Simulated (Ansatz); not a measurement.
# Ge (Cmcm): equation of state with a fit in Python

Where is the equilibrium volume of Ge (Cmcm), and how stiff is it? The task is an equation of state with a fit, for Ge (Cmcm).

Program: Ansatz 0.2.0 through its Python package. Level of theory: DFT LDA, plane waves, PAW. These are calculated values, not measurements.

### 1 The structure

It takes space group Cmcm (No. 63, orthorhombic). The conventional cell has a = 2.976 Å, b = 5.189 Å, c = 4.728 Å, α = 90.00°, β = 90.00°, γ = 90.00°. Ge (site symmetry m2m) is surrounded by 12 Ge at 2.92 to 2.99 Å.

No structure file is read: the coordinates are typed or built in the script.

### 2 Script

File run_eos.py:

```python
'''Equation of state of Ge.'''

import ansatz as az
import numpy as np
from pymatgen.analysis.eos import EOS

vectors0 = np.array([
    [1.488053, -2.59469, 0.0],
    [1.488053, 2.59469, 0.0],
    [0.0, 0.0, 4.727596],
])
sites = [
    ('Ge', [0.666553, 0.333447, 0.25]),
    ('Ge', [0.333447, 0.666553, 0.75]),
]


def on_lattice(cell):
    crystal = az.Crystal(lattice=az.Lattice.of(cell))
    for symbol, position in sites:
        crystal = crystal.atom(symbol, position)
    return crystal


def main() -> None:
    # scale the volume, keep shape and fractions
    volumes, energies, pressures = [], [], []
    for scale in np.linspace(0.95, 1.07, 5):
        cell = vectors0 * scale ** (1 / 3)
        setup = (
            on_lattice(cell).calculation()
            .functional('lda')
            .occupations('Fermi-Dirac', width=100 * az.meV)
            .scf(tolerance=1e-10)
            .basis(500)
            .kpoints(11, 11, 6)
            .stress()
        )
        r = setup.run().report
        volumes.append(abs(np.linalg.det(cell)) / len(sites))
        energies.append(r['free_energy_ev'] / len(sites))
        pressures.append(np.trace(r['stress_gpa']) / 3)
        print(f'V = {volumes[-1]:8.4f} A^3/atom  F = {energies[-1]:.5f} eV/atom  P = {pressures[-1]:8.3f} GPa')

    for form in ['vinet', 'birch_murnaghan', 'murnaghan']:
        fit = EOS(eos_name=form).fit(volumes, energies)
        print(f'{form:18s} V0 {fit.v0:8.4f} A^3/atom  B0 {fit.b0_GPa:7.1f} GPa  B1 {fit.b1:5.2f}')


if __name__ == '__main__':
    main()
```

### 3 The input behind the calls

The package turns the script's settings into the engine's input (first run):

```yaml
crystal:
  lattice:
    - [1.4628268893887812, -2.5507037058681217, 0.0]
    - [1.4628268893887812, 2.5507037058681217, 0.0]
    - [0.0, 0.0, 4.647451771520802]
  atoms:
    - { symbol: Ge, position: [0.666553, 0.333447, 0.25] }
    - { symbol: Ge, position: [0.333447, 0.666553, 0.75] }
basis:
  ecutwfc: 500.0
kpoints:
  mp_grid:
    grid: [11, 11, 6]
hamiltonian:
  xc: lda
scf:
  convergence:
    dr2_threshold: 1.0e-10
  occupations:
    method: fermi_dirac
    width: 0.1
output:
  stress: true
```

### 4 The run

Command:

```sh
> python run_eos.py
```

**Question.** Estimate the equilibrium volume and the bulk modulus.

The runs gave:

| quantity | value |
| --- | --- |
| runs compared | 5 |
| range of energy | 27.46 meV/atom |
| lowest point, volume (Å³/atom) | 17.888 |
| equilibrium volume (fit) | 17.97 Å³/atom |
| bulk modulus (fit) | 76 GPa |

A third-order Birch-Murnaghan fit through the 5 points has its minimum at 17.97 Å³ an atom, 1.5 % below the typed cell, with a bulk modulus of 76 GPa and dB/dP = 4.4. From that minimum the energy rises by 5.7 meV an atom on the compressed side and 27.6 meV on the expanded side. Notes:
- Shape and fractional positions are held along the curve, so the bulk modulus is an upper value where they are free to relax, by a factor of two or more in layered or hydrogen-bonded cells.
- The mesh is modest for a metal, so energies can be off by several to tens of meV an atom and pressures by half a GPa or more; differences at equal mesh fare better.
- Within a few hundredths of an angstrom the cell has the higher group P6_3/mmc; the lower one is a small distortion.
- Pressure is positive in compression.
- This isn't the structure that Ge takes at ambient conditions. Whether this is the phase that is stable at ambient conditions was not tested.
